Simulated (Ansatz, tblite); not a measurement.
# The cluster Cd2SeF2: one state, many levels

Aim: run the singlet of the cluster Cd2SeF2 at one geometry on many levels, and compare frontier levels, spin and run time.

Computed with Ansatz 0.2.0, Gaussian basis. Level: as each input shows.

The runs, in order: GFN1-xTB, GFN2-xTB, PBE-D4/def2-TZVP, r2SCAN-D4/def2-TZVP, PBE-QIDH/def2-TZVP, HSE06-D4/def2-TZVP, HF/def2-TZVP, ωB97X-V/def2-TZVP, B97M-V/def2-TZVP, r2SCAN0-D4/def2-TZVP, LC-ωPBE/def2-TZVP, PBE-D4/def2-SVP, PBE0-D4/def2-SVP, PBE0-D4/def2-TZVPD, PBE-D4/def2-TZVPD, r2SCAN-D4/def2-TZVPD, CCSD(T)/def2-SVP, MP2/def2-TZVP, RPA/def2-TZVP.

7 further runs of the same task are left out: 7 set aside as unsound or not needed. Runs told in other sessions of the task aren't counted.

## 1. The structure

The geometry is that of the singlet, from an earlier relaxation (PBE-D4/def2-SVP). At that level it is the lowest of the isomers that a small search found.

5 atoms, charge 0, spin multiplicity 1.

Bond lengths: Cd1–Se3 2.447 Å, Cd1–F5 1.950 Å, Cd2–Se3 2.447 Å, Cd2–F4 1.950 Å. Angles: Se3–Cd1–F5 179.2°, Se3–Cd2–F4 179.2°, Cd1–Se3–Cd2 89.8°.

Cd takes a core potential in the def2 sets. No spin-orbit coupling is included.

PBE0-D4/def2-TZVP was run before; its log isn't repeated, and its numbers join the tables.

## 2. GFN1-xTB

Tight binding, by tblite at 300 K electronic temperature and without a spin-polarisation term:

```python
tblite.interface.Calculator('GFN1-xTB', numbers, positions, charge=0, uhf=0).singlepoint()
```

Energy -418.2954 eV, HOMO -11.19 eV, LUMO -7.72 eV; 0.003 s.

## 3. GFN2-xTB

Tight binding, by tblite at 300 K electronic temperature and without a spin-polarisation term:

```python
tblite.interface.Calculator('GFN2-xTB', numbers, positions, charge=0, uhf=0).singlepoint()
```

Energy -378.7378 eV, HOMO -11.68 eV, LUMO -8.44 eV; 0.003 s.

## 4. PBE-D4/def2-TZVP

start.molden holds the orbitals of an earlier run on this state, given as this run's starting guess.

in.yaml reads:

```yaml
crystal:
  periodic: [false, false, false]
  atoms:
    - {symbol: Cd, position_ang: [-0.822138, -0.950895, 1.201591]}
    - {symbol: Cd, position_ang: [0.556993, 0.788074, -1.446922]}
    - {symbol: Se, position_ang: [-1.292825, -0.793983, -1.194749]}
    - {symbol: F, position_ang: [2.025005, 2.050777, -1.673066]}
    - {symbol: F, position_ang: [-0.467035, -1.093974, 3.113137]}
basis:
  gaussian: {orbitals: def2-TZVP, initial_orbitals: start.molden}
hamiltonian: {xc: pbe, dispersion: d4}
scf: {omitted_lower_state_checks: [starts]}
output: {orbitals: {seedname: orbitals}}
```

Launch:

```console
> ansatz run in.yaml --threads 4 --pin off --events-out ev --progress --plain --max-ram 3916MiB
```

Further steps of the session: r2SCAN-D4/def2-TZVP; PBE-QIDH/def2-TZVP; HSE06-D4/def2-TZVP; HF/def2-TZVP; ωB97X-V/def2-TZVP; B97M-V/def2-TZVP; r2SCAN0-D4/def2-TZVP; LC-ωPBE/def2-TZVP; PBE-D4/def2-SVP; PBE0-D4/def2-SVP; PBE0-D4/def2-TZVPD; PBE-D4/def2-TZVPD; r2SCAN-D4/def2-TZVPD; CCSD(T)/def2-SVP; MP2/def2-TZVP; RPA/def2-TZVP.

Q: Predict the results of all the runs planned. Wanted: gap in def2-TZVP, named functionals and Hartree-Fock, smallest and largest; correlation energy, CCSD(T)/def2-SVP; correlation energy, MP2/def2-TZVP; binding an atom, CCSD(T)/def2-SVP; PBE0 total energy, smallest basis above largest.

**Answer**, as computed:

| quantity | value |
| --- | --- |
| gap in def2-TZVP, named functionals and Hartree-Fock, smallest and largest | 3.19 eV (PBE-D4), 10.23 eV (HF) |
| correlation energy, CCSD(T)/def2-SVP | -36.53 eV |
| correlation energy, MP2/def2-TZVP | -48.37 eV |
| binding an atom, CCSD(T)/def2-SVP | 1.940 eV |
| PBE0 total energy, smallest basis above largest | 17.23 eV (def2-SVP, def2-TZVPD) |

Over the named functionals and Hartree-Fock in def2-TZVP the gap runs from 3.19 eV (PBE-D4) to 10.23 eV (HF); exact exchange widens it. The functionals in def2-TZVP miss CCSD(T)/def2-SVP by +0.133 (r2SCAN0-D4) to +0.323 eV (LC-ωPBE) an atom. The yardstick is in a double-zeta basis, so levels in larger sets aren't compared like for like. The reference is CCSD(T) in one finite basis, so it carries an error of its own, often a tenth of an eV or more, and near misses can't be ranked.
